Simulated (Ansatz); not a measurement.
# Be2CdS3: the cost of one run

Method: DFT PBE, scalar-relativistic, plane waves, PAW, in Ansatz 0.2.0.

## 1. The starting structure

The structure is tetragonal, space group I4/mmm (No. 139). Conventional cell: a = 5.901 Å, b = 5.901 Å, c = 6.092 Å, α = 90.00°, β = 90.00°, γ = 90.00°. Around Be (site symmetry -4m2) lie 2 S at 1.52 Å. Cd (site symmetry 4/mmm) has 6 S at 2.95 to 3.05 Å and 8 Be at 3.32 Å as nearest neighbours. Around S (site symmetry mmm) lie 2 Be at 1.52 Å. S (site symmetry 4/mmm) has 4 S at 2.95 Å and 2 Cd at 3.05 Å and 8 Be at 3.32 Å as nearest neighbours.

Coordinates:

```
CELL_PARAMETERS angstrom
-2.95042 2.95042 3.04609
2.95042 -2.95042 3.04609
2.95042 2.95042 -3.04609
ATOMIC_POSITIONS crystal
Be 0.75000 0.25000 0.50000
Be 0.25000 0.75000 0.50000
Cd 0.00000 0.00000 0.00000
S 0.50000 0.00000 0.50000
S 0.00000 0.50000 0.50000
S 0.50000 0.50000 0.00000
```

Recipe of the guess: random cell by space group and Wyckoff sites (I4/mmm, No. 139). Its size is a rough estimate.

## 2. A first look at the guess

Contents of input.yaml:

```yaml
crystal:
  lattice:
    - [-2.95042447, 2.95042447, 3.04609208]
    - [2.95042447, -2.95042447, 3.04609208]
    - [2.95042447, 2.95042447, -3.04609208]
  atoms:
    - { symbol: Be, position: [0.75, 0.25, 0.5] }
    - { symbol: Be, position: [0.25, 0.75, 0.5] }
    - { symbol: Cd, position: [0.0, 0.0, 0.0] }
    - { symbol: S, position: [0.5, 0.0, 0.5] }
    - { symbol: S, position: [0.0, 0.5, 0.5] }
    - { symbol: S, position: [0.5, 0.5, 0.0] }
basis:
  ecutwfc: 420
kpoints:
  mp_grid: { grid: [4, 4, 4] }
hamiltonian:
  xc: pbe
scf:
  occupations: { method: gaussian, width: 0.1 }
  lower_state_search: "off"
output:
  forces: true
  stress: true
  eigenvalues: true
```

On the command line:

```
ansatz run input.yaml --threads 1 --pin off --max-ram 2560MiB --backend cpu --events-out ev --progress --plain --runs-dir out
```

Q: Estimate wall time and peak memory on 1 thread of Intel Xeon Platinum 8488C (Sapphire Rapids), shared host.

About 1.7 s, with a peak of 0.43 GiB.
